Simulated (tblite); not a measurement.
# C5H4F4O2: the cost of one run

The runs use tblite 0.8.0 and PySCF 2.14.0, with density-fitted response routines of our own; the level of theory stands in each step. All values are computed, except where a source is named. Atoms count from 0, in the outputs and in this text.

### Step 1. The starting structure

15 atoms, charge 0, multiplicity 1; geometry from: force field or distance geometry start.

Bonds of the start (Å): F0–C1 1.36, C1–C2 1.31, C2–O3 1.38, O3–C4 1.36, C4–C5 1.34, C5–F6 1.35, C5–O7 1.37, O7–C8 1.42, C8–F9 1.36, C8–F10 1.36, C1–H11 1.09, C2–H12 1.08, C4–H13 1.09, C8–H14 1.10.

### Step 2. Optimising the geometry with GFN2-xTB

Job settings and geometry (Å):

```
{"job": {"kind": "relax", "xc": "GFN2-xTB", "basis": "xTB"}, "charge": 0, "multiplicity": 1}
F      4.706900    -0.107100     0.384200
C      3.404000    -0.460800     0.503900
C      2.435000     0.271800     0.013300
O      1.108900    -0.076500     0.127000
C      0.138000     0.718600    -0.397300
C     -1.170700     0.442800    -0.323100
F     -2.032900     1.308000    -0.901500
O     -1.612600    -0.681200     0.326300
C     -3.026400    -0.682800     0.402200
F     -3.415900    -1.866500     0.945700
F     -3.423900     0.283700     1.268500
H      3.301600    -1.396300     1.058300
H      2.618100     1.196400    -0.510500
H      0.496300     1.605700    -0.913600
H     -3.530700    -0.547800    -0.566400
```

Command:

```bash
> OMP_NUM_THREADS=1 python probes_run.py task.json out
```

The driver reads the jobs from task.json and runs them one after another.

**Question.** How long does this first job take on 1 thread of Arm Neoverse N1, shared host, and how much memory does it need?

About 1.3 s, with a peak of 0.18 GiB.
